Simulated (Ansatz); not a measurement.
# Li8TiS6: the cost of one run

Method: DFT, PBE, plane-wave PAW, default files, scalar-relativistic, as far as a step names no other, in Ansatz 0.2.0.

1 further run of the same task is left out (it didn't finish).

## Step 1: The structure to begin with

It takes space group R-3 (No. 148, trigonal). Conventional cell: a = 6.721 Å, b = 6.721 Å, c = 18.307 Å, α = 90.00°, β = 90.00°, γ = 120.00°. Around Li (site symmetry 1) lie 4 S at 2.36 to 2.51 Å. Li (site symmetry 3) is surrounded by 6 S at 2.60 to 2.85 Å. Ti (site symmetry -3) is surrounded by 6 S at 2.50 Å. S (site symmetry 1) is surrounded by 6 Li at 2.36 to 2.85 Å and 1 Ti at 2.50 Å.

Structure file:

```cif
data_structure
_symmetry_space_group_name_H-M 'R-3:H'
_symmetry_Int_Tables_number 148
_cell_length_a 6.7206
_cell_length_b 6.7206
_cell_length_c 18.3070
_cell_angle_alpha 90.000
_cell_angle_beta 90.000
_cell_angle_gamma 120.000
_cell_volume 716.07
loop_
_atom_site_label
_atom_site_type_symbol
_atom_site_symmetry_multiplicity
_atom_site_Wyckoff_symbol
_atom_site_fract_x
_atom_site_fract_y
_atom_site_fract_z
_atom_site_occupancy
Li1 Li 18 f 0.98326 0.34707 0.11954 1
Li2 Li 6 c 0.33333 0.66667 0.00810 1
Ti1 Ti 3 a 0.00000 0.00000 0.00000 1
S1 S 18 f 0.97935 0.34483 0.25644 1
```

## Step 2: Single point at the given positions

Contents of input.yaml:

```yaml
crystal:
  lattice:
    - [3.360275195, 1.9400557884, 6.1023362766]
    - [-3.360275195, 1.9400557884, 6.1023362766]
    - [0.0, -3.8801115768, 6.1023362766]
  atoms:
    - { symbol: Li, position: [0.227528, 0.516644, 0.897203] }
    - { symbol: Li, position: [0.102797, 0.772472, 0.483356] }
    - { symbol: Li, position: [0.483356, 0.102797, 0.772472] }
    - { symbol: Li, position: [0.658565, 0.658565, 0.658565] }
    - { symbol: Li, position: [0.341435, 0.341435, 0.341435] }
    - { symbol: Li, position: [0.516644, 0.897203, 0.227528] }
    - { symbol: Li, position: [0.897203, 0.227528, 0.516644] }
    - { symbol: Li, position: [0.772472, 0.483356, 0.102797] }
    - { symbol: Ti, position: [0.0, 0.0, 0.0] }
    - { symbol: S, position: [0.088387, 0.37808, 0.764202] }
    - { symbol: S, position: [0.235798, 0.911613, 0.62192] }
    - { symbol: S, position: [0.62192, 0.235798, 0.911613] }
    - { symbol: S, position: [0.37808, 0.764202, 0.088387] }
    - { symbol: S, position: [0.764202, 0.088387, 0.37808] }
    - { symbol: S, position: [0.911613, 0.62192, 0.235798] }
kpoints:
  mp_grid: { grid: [5, 5, 5] }
scf:
  occupations: { method: fermi_dirac, width: 0.02 }
hamiltonian:
  xc: pbe
  pseudopotentials: { kind: paw }
output:
  forces: true
  stress: true
  populations: true
  efg:
    quadrupole_moments_barn: { Li: -0.0401, Ti: 0.247, S: -0.0694 }
    contact_densities: true
```

Started as:

```
$ ansatz run input.yaml --threads 1 --pin off --max-ram 2560MiB --backend cpu --events-out ev --progress --plain --runs-dir out
```

What time and memory should one allow on 1 thread of Arm Neoverse V1, shared host?

About 26 s, with a peak of 0.62 GiB.
